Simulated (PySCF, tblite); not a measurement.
**Ge₂H₈NSi radical: geometry, infrared bands and EPR parameters**

Aim: predict the infrared bands and EPR parameters of Ge₂H₈NSi radical (`[NH2][GeH2][GeH][SiH3]`).

Programs: tblite 0.8.0 and PySCF 2.14.0, with density-fitted response routines of our own. Each step states its level of theory. These are calculated values for one molecule in the gas phase, unless marked as measured. Atoms count from 0, in the outputs and in this text.

### Step 1. The molecule as given

12 atoms, charge 0, multiplicity 2; geometry from: force field or distance geometry start.

Bonds of the start (Å): N0–Ge1 1.87, Ge1–Ge2 2.40, Ge2–Si3 2.29, N0–H4 1.04, N0–H5 1.04, Ge1–H6 1.55, Ge1–H7 1.53, Ge2–H8 1.55, Si3–H9 1.46, Si3–H10 1.48, Si3–H11 1.47.

### Step 2. Optimising the geometry with GFN2-xTB

What the job is given:

```
{"job": {"kind": "relax", "xc": "GFN2-xTB", "basis": "xTB"}, "charge": 0, "multiplicity": 2}
N     -2.042000    -0.842400     0.029900
Ge    -1.472300     0.906700    -0.296300
Ge     0.846800     0.852800    -0.921500
Si     2.039700    -0.234600     0.707600
H     -1.431400    -1.233800     0.781200
H     -1.862200    -1.383800    -0.842300
H     -1.624800     1.744500     1.003200
H     -2.302800     1.536900    -1.421100
H      0.986300     0.083100    -2.261100
H      3.454600    -0.297700     0.336900
H      1.513700    -1.609400     0.866700
H      1.895700     0.477000     1.990800
```

The run is started by

```
> OMP_NUM_THREADS=1 python probes_run.py task.json out
```

The driver reads the jobs from task.json and runs them one after another.

The log of the run:

```text
step      E/eV     max force
  0    -341.30989    1.238
  1    -341.37450    1.058
  2    -341.44739    1.012
  3    -341.50847    0.809
  4    -341.56960    0.690
  5    -341.59956    0.512
  6    -341.63626    0.460
  7    -341.64985    0.320
  8    -341.65970    0.259
  9    -341.66681    0.235
 10    -341.67055    0.152
 11    -341.67282    0.153
 12    -341.67580    0.158
 13    -341.67883    0.145
 14    -341.68083    0.128
 15    -341.68177    0.094
 16    -341.68254    0.083
 17    -341.68358    0.114
 18    -341.68480    0.125
 19    -341.68581    0.090
 20    -341.68642    0.065
 21    -341.68681    0.056
 22    -341.68716    0.059
 23    -341.68756    0.080
 24    -341.68799    0.073
 25    -341.68840    0.062
 26    -341.68871    0.058
 27    -341.68893    0.043
 28    -341.68914    0.055
 29    -341.68938    0.051
 30    -341.68962    0.050
 31    -341.68981    0.041
 32    -341.68994    0.027
 33    -341.69005    0.030
 34    -341.69017    0.032
 35    -341.69031    0.030
 36    -341.69043    0.030
 37    -341.69057    0.030
 38    -341.69074    0.037
 39    -341.69092    0.045
 40    -341.69104    0.030
 41    -341.69110    0.020
 42    -341.69114    0.019
 43    -341.69119    0.022
 44    -341.69124    0.023
 45    -341.69131    0.022
 46    -341.69138    0.025
 47    -341.69147    0.026
 48    -341.69158    0.028
 49    -341.69167    0.025
 50    -341.69173    0.019
 51    -341.69178    0.023
 52    -341.69184    0.034
 53    -341.69192    0.039
 54    -341.69202    0.033
 55    -341.69210    0.026
 56    -341.69213    0.011
 57    -341.69214    0.010
```

Wall time 1 s (1 thread of Intel Xeon at 2.50GHz, shared host); peak memory 0.18 GiB.

Step by step: (not every step is listed)

```
step  energy from step 0 (eV)  largest force (eV/Å)
   0                   0.0000                1.2377
   1                  -0.0646                1.0582
   2                  -0.1375                1.0123
   3                  -0.1986                0.8094
   4                  -0.2597                0.6898
   5                  -0.2897                0.5124
   6                  -0.3264                0.4602
   7                  -0.3400                0.3196
   8                  -0.3498                0.2586
  12                  -0.3659                0.1583
  16                  -0.3727                0.0830
  20                  -0.3765                0.0647
  24                  -0.3781                0.0731
  28                  -0.3793                0.0553
  32                  -0.3800                0.0271
  36                  -0.3805                0.0305
  40                  -0.3811                0.0297
  44                  -0.3813                0.0230
  48                  -0.3817                0.0281
  52                  -0.3820                0.0338
  53                  -0.3820                0.0389
  54                  -0.3821                0.0329
  55                  -0.3822                0.0257
  56                  -0.3822                0.0107
  57                  -0.3822                0.0099
```

Distances of close pairs at the start and the end, largest changes first:

```
   bond  before (Å)  after (Å)  change (Å)
Ge2–Si3       2.293      2.400      +0.106
Ge1–Ge2       2.402      2.476      +0.073
 Ge2–H8       1.551      1.590      +0.038
 N0–Ge1       1.868      1.835      -0.034
  N0–H4       1.044      1.011      -0.034
  N0–H5       1.042      1.011      -0.031
 Ge1–H6       1.554      1.527      -0.027
 Ge1–H7       1.534      1.522      -0.011
```

The next job starts from the end point, and lists it.

### Step 3. Harmonic vibrations with GFN2-xTB

What the job is given:

```
{"job": {"kind": "ir", "xc": "GFN2-xTB", "basis": "xTB"}, "charge": 0, "multiplicity": 2}
N     -1.979964    -0.734802    -0.042135
Ge    -1.416139     0.981244    -0.363535
Ge     0.987916     1.064337    -0.950117
Si     2.145644    -0.240055     0.698002
H     -1.544315    -1.214040     0.733848
H     -1.967818    -1.359237    -0.836792
H     -1.823559     1.675938     0.933857
H     -2.453543     1.449084    -1.374879
H      0.849930    -0.079175    -2.045730
H      3.570210    -0.341967     0.374845
H      1.629111    -1.609717     0.839284
H      2.003727     0.407705     2.007326
```

The log of the run:

```text
mode    cm-1     km/mol
  1      21.9      1.11
  2      47.1      0.68
  3      64.4      1.50
  4     105.8      4.19
  5     172.7     38.80
  6     199.2      5.05
  7     295.1      2.93
  8     308.5      9.44
  9     355.0     25.82
 10     409.2     13.15
 11     441.2      6.57
 12     544.1    344.47
 13     571.5     79.24
 14     588.5     58.20
 15     633.4    318.45
 16     704.0    489.53
 17     745.9    628.45
 18     780.2    149.09
 19     797.2     66.92
 20     807.6    111.97
 21     821.6    366.36
 22    1503.0     16.93
 23    1517.5    807.38
 24    1751.6    534.19
 25    1847.1    702.86
 26    2177.1    245.11
 27    2206.6    284.10
 28    2236.5    308.85
 29    3416.9     10.56
 30    3443.3      2.83
```

It took 1 s on 1 thread of Intel Xeon at 2.50GHz, shared host; peak memory 0.18 GiB.

The strongest bands and the atoms that carry them (share of the mass-weighted mode):

```
cm⁻¹  km/mol                               atoms
 544   344.5           N0 58 %, H5 17 %, H4 14 %
 633   318.4                    H8 64 %, H5 11 %
 704   489.5  H6 28 %, H7 23 %, N0 14 %, H4 11 %
 746   628.5         H11 32 %, H9 29 %, H10 19 %
 822   366.4                    H7 47 %, H6 47 %
1518   807.4                             H8 98 %
1752   534.2                    H6 63 %, H7 35 %
1847   702.9                    H7 64 %, H6 35 %
```

### Step 4. g tensor and hyperfine couplings: B3LYP/def2-TZVP-core+pcH-1

The job, as its differences from that of step 3:

```diff
@@ -1,2 +1,2 @@
-{"job": {"kind": "ir", "xc": "GFN2-xTB", "basis": "xTB"}, "charge": 0, "multiplicity": 2}
+{"job": {"kind": "epr", "basis": "pcH-1"}, "charge": 0, "multiplicity": 2}
 N     -1.979964    -0.734802    -0.042135
```

Level: UKS B3LYP, def2-TZVP-core on Ge, pcH-1 on H N Si, non-relativistic, mean-field spin-orbit, GIAO.

The log of the run:

```text
UKS, coarse grid
  cycle   1  E = -4503.03356371  |g| = 1.87e+00
  cycle   2  E = -4502.57897630  |g| = 1.45e+00
  cycle   3  E = -4502.84343047  |g| = 9.03e-01
  cycle   4  E = -4503.17425782  |g| = 2.04e-01
  cycle   5  E = -4503.18128455  |g| = 9.76e-02
  cycle   6  E = -4503.18525572  |g| = 7.70e-03
  cycle   7  E = -4503.18531049  |g| = 4.91e-03
  cycle   8  E = -4503.18532757  |g| = 2.29e-03
  cycle   9  E = -4503.18532828  |g| = 8.53e-04
UKS, final grid
  cycle   1  E = -4503.18531550  |g| = 1.23e-03
  cycle   2  E = -4503.18531288  |g| = 2.68e-03
  cycle   3  E = -4503.18531632  |g| = 1.20e-04
  cycle   4  E = -4503.18531633  |g| = 7.68e-05
  cycle   5  E = -4503.18531634  |g| = 2.90e-05
E = -4503.18531634 Eh   <S^2> = 0.7542 (exact 0.7500)
g shifts (ppm)      1          2          3
  rmc          -165       -165       -165
  gc             -1         15          3
  oz_so        1225      20626      35708
  total        1059      20475      35546
hyperfine (MHz)  atom isotope    a_iso     a_fc   dipolar eigenvalues
    0   14N       1.40       1.28     -8.34     -8.19     16.53
    1  73Ge     -17.65     -17.98     -8.61      3.54      5.07
    2  73Ge    -163.47    -165.55    -57.34     27.98     29.36
    3  29Si     -41.88     -41.92    -15.41      6.59      8.82
    4    1H      -9.44      -9.50    -10.15     -1.34     11.48
    5    1H      -9.72      -9.80    -10.09     -1.68     11.77
    6    1H      18.92      18.93     -1.69     -0.38      2.07
    7    1H       2.28       2.29     -1.78     -0.44      2.22
    8    1H      14.00      13.72     -7.00      1.47      5.53
    9    1H      -2.33      -2.33     -2.17     -1.01      3.18
   10    1H      54.79      54.79     -2.31      0.06      2.25
   11    1H       0.51       0.49     -2.02     -0.96      2.98
```

Run time: 8.4 min. Hardware: 1 thread of Intel Xeon at 2.50GHz, shared host; peak memory 1.5 GiB.

Principal g values 2.00338, 2.02279, 2.03787; g(iso) = 2.02135, against 2.00232 for a free electron.

Hyperfine couplings; where a row names several nuclei, a(iso) is their mean (it holds for fast rotation or exchange) and the dipolar term the largest among them:

```
      nuclei  isotope  a(iso) (MHz)  a(iso) (G, at g = 2.0023)  largest dipolar term (MHz)
         Ge2     73Ge        -163.5                      -58.3                       -57.3
         Si3     29Si         -41.9                      -14.9                       -15.4
H9, H10, H11       1H          17.7                        6.3                         3.2
         Ge1     73Ge         -17.7                       -6.3                        -8.6
          H8       1H          14.0                        5.0                        -7.0
      H6, H7       1H          10.6                        3.8                         2.2
      H4, H5       1H          -9.6                       -3.4                        11.8
          N0      14N           1.4                        0.5                        16.5
```

Mulliken spin populations:

```
atom  value (e)
  N0       0.15
 Ge1       0.02
 Ge2       0.76
 Si3       0.04
  H4       0.00
  H5      -0.01
  H6       0.01
  H7       0.00
  H8       0.00
  H9       0.00
 H10       0.03
 H11       0.00
```

In first order the couplings over 0.8 MHz of 1H, 14N give 214 distinct lines over 39.3 G, if the averaged nuclei exchange fast.

Orbitals, density, ELF and potential are computed afterwards from the orbital file.

ELF in a plane through or near 6 of the atoms.

Ten even steps from ' ' (0.00) to '@' (1.00):
```
                      ......                            
                  ..--****++--..                        
                  ==##%%%%%%**--                        
                ::**%%%%%%%%##==..      ....            
                ..**##**==++**++::  ..++%%%%==          
        ....    ..++++::**==::**==--**@@@@@@@@++        
      ::%%%%++::::++++==--**::##**==%%@@@@@@@@##        
      ##@@@@@@##==##%%..==::--##==::++@@@@@@@@##        
    ::@@@@@@@@@@====%%**::::++**..::..##@@@@%%==        
    ::@@@@@@@@%%..::--%%==::--==::..::::::....          
    ..**@@@@@@==----..++::  ..--++##**==..              
      ::****++----==##++..  ..==##**##%%**::            
          ....++@@@@@@##    ..++##----@@%%++            
            ..##@@@@@@@@..  --%%@@####%%%%++            
            ..**@@@@@@%%    ==@@@@%%******--            
              --##%%%%--    ..%%%%==......              
                ..::::        ..::                      
                                                        
                                                        
                                                        
```
The map spans 12.3 Å across and 8.7 Å up, centred on the molecule. Atoms in the plane (x, y in Å): N0 (1.8, -1.0), Ge2 (-0.6, 1.6), H4 (1.1, -1.8), H7 (2.9, 1.3), H9 (-3.6, 0.4), H10 (-2.0, -1.3).

log10 of the density (e/Å³) in the same plane.

Values, 10 rows by 14 columns:
```
-4.0 -4.0 -4.0 -4.0 -3.5 -2.9 -2.6 -2.8 -3.3 -4.0 -4.0 -4.0 -4.0 -4.0
-4.0 -4.0 -4.0 -3.6 -2.6 -1.9 -1.5 -1.8 -2.3 -2.9 -3.1 -3.5 -4.0 -4.0
-4.0 -4.0 -3.3 -2.7 -2.0 -1.0 -0.4 -0.8 -1.5 -1.8 -1.8 -2.4 -3.6 -4.0
-4.0 -3.0 -1.9 -1.4 -1.2 -0.5  2.2 -0.1 -0.6 -0.5 -0.2 -1.4 -3.0 -4.0
-3.9 -2.6 -0.9  0.0 -0.4 -0.3 -0.4 -0.6 -0.2 -0.2 -0.6 -1.6 -3.1 -4.0
-4.0 -2.6 -1.2 -0.3  0.4 -0.3 -1.1 -1.2 -0.4 -0.2 -1.1 -2.3 -3.6 -4.0
-4.0 -3.2 -2.1 -1.3 -0.3 -0.2 -1.6 -1.3  0.1  0.7 -0.8 -2.2 -4.0 -4.0
-4.0 -4.0 -3.0 -2.1 -1.1 -0.9 -2.1 -1.5 -0.1 -0.5 -1.3 -2.7 -4.0 -4.0
-4.0 -4.0 -4.0 -3.1 -2.6 -2.5 -3.1 -2.8 -2.1 -2.3 -2.9 -4.0 -4.0 -4.0
-4.0 -4.0 -4.0 -4.0 -3.9 -3.9 -4.0 -4.0 -3.9 -4.0 -4.0 -4.0 -4.0 -4.0
```
The map spans 12.3 Å across and 8.7 Å up, centred on the molecule. Atoms in the plane (x, y in Å): N0 (1.8, -1.0), Ge2 (-0.6, 1.6), H4 (1.1, -1.8), H7 (2.9, 1.3), H9 (-3.6, 0.4), H10 (-2.0, -1.3).

On the surface of density 0.002 e/bohr³ the electrostatic potential runs, from the 1st to the 99th percentile, from -1.12 V near N0 to 1.61 V near H4.

The spin density lies nearest to Ge2 60 %; N0 12 %; Ge1 7 %; H8 6 %.

### Step 5. Summary of results

| quantity | value |
| --- | --- |
| strongest single infrared mode (GFN2-xTB) | 1518 cm⁻¹, 807 km/mol |
| zero-point energy (GFN2-xTB) | 42.2 kcal/mol |
| g(iso) (B3LYP) | 2.02135 |
| ⟨S²⟩ | 0.754 (exact 0.75) |
| largest a(iso) (averaged by class) | 73Ge on Ge2, -163.5 MHz |
| surface potential, 1st and 99th percentile | -1.12 V and 1.61 V |

In words: The optimisation took 57 steps and gained 0.382 eV; among the close pairs (by a distance rule), Ge2–Si3 changed most, from 2.293 to 2.400 Å. All 30 modes are real, so the xTB geometry is a minimum. The strongest single mode, at 1518 cm⁻¹, moves mainly H8. GFN2-xTB is a fitted tight-binding method: band positions and strengths are rough. Its intensities can rank the bands wrongly. Ge2 carries the largest spin population, 0.76 e. The isotropic g lies 19.0 ppt above the free-electron value. The hyperfine terms hold no scalar relativity, which the heavier nuclei need.
